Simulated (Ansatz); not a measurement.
# IrRh2: the cost of one run

Method: DFT PBE, scalar-relativistic, plane waves, PAW, in Ansatz 0.2.0.

1 further run of the same task is left out (for a known fault of the program). Runs told in other sessions of the task aren't counted.

**1. The starting structure**

It takes space group P6_3/mmc (No. 194, hexagonal). Conventional cell: a = 2.732 Å, b = 2.732 Å, c = 13.224 Å, α = 90.00°, β = 90.00°, γ = 120.00°. Ir (site symmetry -6m2) has 6 Rh at 2.70 Å and 6 Ir at 2.73 Å in its first shell of neighbours. Rh (site symmetry 3m) has 3 Ir at 2.70 Å and 9 Rh at 2.73 Å in its first shell of neighbours.

As a file:

```
Ir Rh
1.0
     2.73187    0.00000    0.00000
    -1.36594    2.36587    0.00000
     0.00000    0.00000   13.22352
Ir Rh
2 4
Direct
  0.33333 0.66667 0.25000
  0.66667 0.33333 0.75000
  0.33333 0.66667 0.91597
  0.33333 0.66667 0.58403
  0.66667 0.33333 0.08403
  0.66667 0.33333 0.41596
```

It is the end of an earlier relaxation with the same method, from a generated guess; it is a trial structure. At a tolerance of 0.05 Å it has space group P6_3/mmc (No. 194); it has 14.24 Å³/atom, an uncorrected energy of +0.03 eV/atom over the elements.

**2. Electronic structure at the relaxed geometry**

input.yaml

```yaml
crystal:
  lattice:
    - [2.7318740093, 0.0, 0.0]
    - [-1.3659370046, 2.365872292, 0.0]
    - [0.0, 0.0, 13.2235247]
  atoms:
    - { symbol: Ir, position: [0.3333333333, 0.6666666667, 0.25] }
    - { symbol: Ir, position: [0.6666666667, 0.3333333333, 0.75] }
    - { symbol: Rh, position: [0.3333333333, 0.6666666667, 0.915965] }
    - { symbol: Rh, position: [0.3333333333, 0.6666666667, 0.584035] }
    - { symbol: Rh, position: [0.6666666667, 0.3333333333, 0.084035] }
    - { symbol: Rh, position: [0.6666666667, 0.3333333333, 0.415965] }
basis:
  ecutwfc: 420
kpoints:
  mp_grid: { grid: [18, 18, 4] }
  band_path:
    path:
      - [[0.0, 0.0, 0.0], [0.5, 0.0, 0.0], [0.33333333, 0.33333333, 0.0], [0.0, 0.0, 0.0], [0.0, 0.0, 0.5], [0.5, 0.0, 0.5], [0.33333333, 0.33333333, 0.5], [0.0, 0.0, 0.5]]
      - [[0.5, 0.0, 0.5], [0.5, 0.0, 0.0]]
      - [[0.33333333, 0.33333333, 0.5], [0.33333333, 0.33333333, 0.0]]
    npoints: 14
hamiltonian:
  xc: pbe
scf:
  occupations: { method: gaussian, width: 0.1 }
  n_extra_bands: 15
output:
  forces: true
  stress: true
  eigenvalues: true
  populations: true
  dos: { projected: true, de: 0.02, nscf_kmesh: { grid: [22, 22, 5] } }
  bader: true
```

Started as:

```console
ansatz run input.yaml --threads 4 --pin off --max-ram 8192MiB --backend cpu --events-out ev --progress --plain --runs-dir out
```

**Question.** How long does this run take on 4 threads of Arm Neoverse V2, shared host, and how much memory does it need?

About 25 s, with a peak of 0.87 GiB.
